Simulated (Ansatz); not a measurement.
**CH7BGeSe: up Jacob's ladder to CCSD(T)**

An exercise on one series of results from a longer session: the logs are not shown, and one member is left open.

Method: functionals in def2-TZVPP, the program's frozen cores in correlated methods; program: Ansatz 0.2.0, Gaussian basis.

Levels to be run: PBE-D4, r2SCAN-D4, PBE0-D4, B3LYP-D4, ωB97X-V, ωB97M-V, B2PLYP; CCSD(T)/def2-TZVPP; MP2/def2-QZVPP; extrapolation to the limit.

**The geometry**

The geometry comes from an earlier relaxation with PBE0-D4 in a triple-zeta def2 set; it is a stationary point, not always the lowest conformer.

11 atoms, charge 0, spin multiplicity 1.

Atoms are counted from 1 here; the program's logs count them from 0.

Bond lengths: B1–Ge2 2.021 Å, B1–Se4 2.171 Å, B1–H5 1.195 Å, B1–H6 1.194 Å, Ge2–C3 1.953 Å, Ge2–Se4 2.518 Å, Ge2–H7 1.543 Å, C3–H8 1.090 Å, C3–H9 1.092 Å, C3–H10 1.090 Å, Se4–H11 1.469 Å. Angles: Ge2–B1–Se4 73.7°, Ge2–B1–H5 115.4°, Ge2–B1–H6 117.9°, Se4–B1–H5 106.0°, Se4–B1–H6 110.2°, H5–B1–H6 121.5°, B1–Ge2–C3 126.4°, B1–Ge2–Se4 55.9°, B1–Ge2–H7 123.2°, C3–Ge2–Se4 107.2°, C3–Ge2–H7 109.7°, Se4–Ge2–H7 102.7°, Ge2–C3–H8 111.3°, Ge2–C3–H9 108.7°, Ge2–C3–H10 110.1°, H8–C3–H9 108.5°, H8–C3–H10 109.8°, H9–C3–H10 108.5° and more.

The first run:

The input, in.yaml:

```yaml
crystal:
  periodic: [false, false, false]
  atoms:
    - {symbol: B, position_ang: [-0.839516, 1.577569, -0.468463]}
    - {symbol: Ge, position_ang: [0.683445, 0.249370, -0.430835]}
    - {symbol: C, position_ang: [1.057503, -1.047340, 0.980850]}
    - {symbol: Se, position_ang: [-1.615384, -0.261339, -1.323664]}
    - {symbol: H, position_ang: [-0.807902, 2.368951, -1.363512]}
    - {symbol: H, position_ang: [-1.395306, 1.820237, 0.559850]}
    - {symbol: H, position_ang: [1.590416, -0.029721, -1.647673]}
    - {symbol: H, position_ang: [1.097361, -2.062103, 0.585802]}
    - {symbol: H, position_ang: [2.026764, -0.810100, 1.425531]}
    - {symbol: H, position_ang: [0.295917, -0.984008, 1.758214]}
    - {symbol: H, position_ang: [-2.027997, -0.878515, -0.055500]}
basis:
  gaussian: {orbitals: def2-TZVPP}
hamiltonian: {xc: pbe, dispersion: d4}
output: {forces: true, orbitals: {seedname: orbitals}}
```

Launch:

```sh
$ ansatz run in.yaml --threads 4 --pin off --events-out ev --progress --plain --max-ram 10444MiB
```

Steps of the session up to this table: PBE-D4 (GGA); r2SCAN-D4 (meta-GGA); PBE0-D4 (hybrid); B3LYP-D4 (hybrid); ωB97X-V (range-separated); ωB97M-V (range-separated); B2PLYP (double hybrid); CCSD(T) in def2-TZVPP; MP2 in def2-QZVPP.

One of the session's tables, all rows but one given; the rest of the session is left out.

It belongs to the step «Atomisation energies». 

```
            method  atomisation energy (kJ/mol)
            PBE-D4                       3559.9
         r2SCAN-D4                       3546.0
           PBE0-D4                       3525.3
          B3LYP-D4                       3510.1
           ωB97X-V                       3525.8
           ωB97M-V                       3506.1
            B2PLYP                       3470.7
     HF/def2-TZVPP                            ?
    MP2/def2-TZVPP                       3466.4
   CCSD/def2-TZVPP                       3401.6
CCSD(T)/def2-TZVPP                       3452.5
           MP2/CBS                       3540.3
       CCSD(T)/CBS                       3526.4
```

Estimate the missing values for HF/def2-TZVPP.

The run gave: atomisation energy (kJ/mol): 2590.9. In the column «atomisation energy (kJ/mol)» it is the lowest.
